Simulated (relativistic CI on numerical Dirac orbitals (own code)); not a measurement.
**Ar⁶⁺: one ion under different settings**

Aim: see what numerical and physical settings do to the SCF, the total energy and the lowest levels of Ar⁶⁺.

Method: Dirac-Coulomb-Breit CI, KLI orbitals optimised for each configuration, model QED (radiative potential, 1s self-energy scaled to tabulated hydrogen-like ionisation energies), numerical settings as typed. Code: relativistic CI on numerical Dirac orbitals (own code) version 3.

**1. The atom as given**

```
ion            : Ar⁶⁺ (Ar VII)
nuclear charge : 18
electrons      : 12
isotope        : A = 40
```

**2. The usual input**

Settings of the run:

```ini
atom Ar  Z=18  charge=6  electrons=12
nucleus A=40  rms_radius_fm=3.4274
hamiltonian dirac-coulomb  breit=on  qed=on  c_scale=1
orbitals kli  potential=per-configuration
slater_scale 1
correlation none
mixing on
grid step=0.0125 r_max=14.7
scf mixing=0.4 start=green max_iterations=150 tolerance=2e-08 node_fill=0.05
configurations
  [Ne] 3s2
  [Ne] 3s 3p
end
```

Started as:

```console
python run_levels.py task.json out
```

One command runs all members of the session, one after another, from task.json.

**3. Nuclear radius 3.0847**

Changes to the settings of step 2:

```diff
@@ -1,3 +1,3 @@
 atom Ar  Z=18  charge=6  electrons=12
-nucleus A=40  rms_radius_fm=3.4274
+nucleus A=40  rms_radius_fm=3.0847
 hamiltonian dirac-coulomb  breit=on  qed=on  c_scale=1
```

**4. Speed-of-light factor 1.25**

Changes to the settings of step 3:

```diff
@@ -1,4 +1,4 @@
 atom Ar  Z=18  charge=6  electrons=12
-nucleus A=40  rms_radius_fm=3.0847
-hamiltonian dirac-coulomb  breit=on  qed=on  c_scale=1
+nucleus A=40  rms_radius_fm=3.4274
+hamiltonian dirac-coulomb  breit=on  qed=on  c_scale=1.25
 orbitals kli  potential=per-configuration
```

**5. Potential mixing 0.05, speed-of-light factor 10**

Settings of the run:

```ini
atom Ar  Z=18  charge=6  electrons=12
nucleus A=40  rms_radius_fm=3.4274
hamiltonian dirac-coulomb  breit=on  qed=on  c_scale=10
orbitals kli  potential=per-configuration
slater_scale 1
correlation none
mixing on
grid step=0.0125 r_max=14.7
scf mixing=0.05 start=green max_iterations=150 tolerance=2e-08 node_fill=0.05
configurations
  [Ne] 3s2
  [Ne] 3s 3p
end
```

**6. Tolerance 1e-14**

Settings of the run:

```ini
atom Ar  Z=18  charge=6  electrons=12
nucleus A=40  rms_radius_fm=3.4274
hamiltonian dirac-coulomb  breit=on  qed=on  c_scale=1
orbitals kli  potential=per-configuration
slater_scale 1
correlation none
mixing on
grid step=0.0125 r_max=14.7
scf mixing=0.4 start=green max_iterations=96 tolerance=1e-14 node_fill=0.05
configurations
  [Ne] 3s2
  [Ne] 3s 3p
end
```

**7. Grid step 0.15**

Changes to the settings of step 6:

```diff
@@ -7,4 +7,4 @@
 mixing on
-grid step=0.0125 r_max=14.7
-scf mixing=0.4 start=green max_iterations=96 tolerance=1e-14 node_fill=0.05
+grid step=0.15 r_max=14.7
+scf mixing=0.4 start=green max_iterations=56 tolerance=2e-08 node_fill=0.05
 configurations
```

(Steps that only read results are left out.)

Q: Predict the outcome of this session. Wanted: lowest level, usual settings; total energy; first excitation.

**Answer**, as computed:

| setting | total energy less usual (Ha) | largest shift of a level among the lowest eight of both runs, same label and place (cm⁻¹) | SCF iterations | time | lowest level | kind of change |
| --- | --- | --- | --- | --- | --- | --- |
| usual | 0 | 0 | 20 | 0.047 s | 3s2 1S0 | - |
| nuclear radius 3.0847 | -9.99e-05 | 0.156 | 20 | 0.047 s | 3s2 1S0 | unphysical constant |
| speed-of-light factor 1.25 | 0.625 | 1300 | 20 | 0.047 s | 3s2 1S0 | unphysical constant |
| potential mixing 0.05, speed-of-light factor 10 | 1.7 | 3560 | 24 | 0.05 s | 3s2 1S0 | unphysical constant |
| tolerance 1e-14 | 0 | 0 | 33 | 0.054 s | 3s2 1S0 | extreme, harmless here |
| grid step 0.15 | 0.000845 | 14.4 | 20 | 0.013 s | 3s2 1S0 | unsound |

```
                    quantity         value
lowest level, usual settings       3s2 1S0
                total energy  -517.3243 Ha
            first excitation   100582 cm⁻¹
```

What this shows: Among the runs whose levels can be followed, they move most under «potential mixing 0.05, speed-of-light factor 10» (unphysical constant), by up to 3560 cm⁻¹. No visible change in the result comes from «tolerance 1e-14». «Tolerance 1e-14» costs 33 SCF iterations against 20. Under «grid step 0.15» the program warns: orbitals of one symmetry overlap by 1.4e-05. Only the listed configurations are in the model.
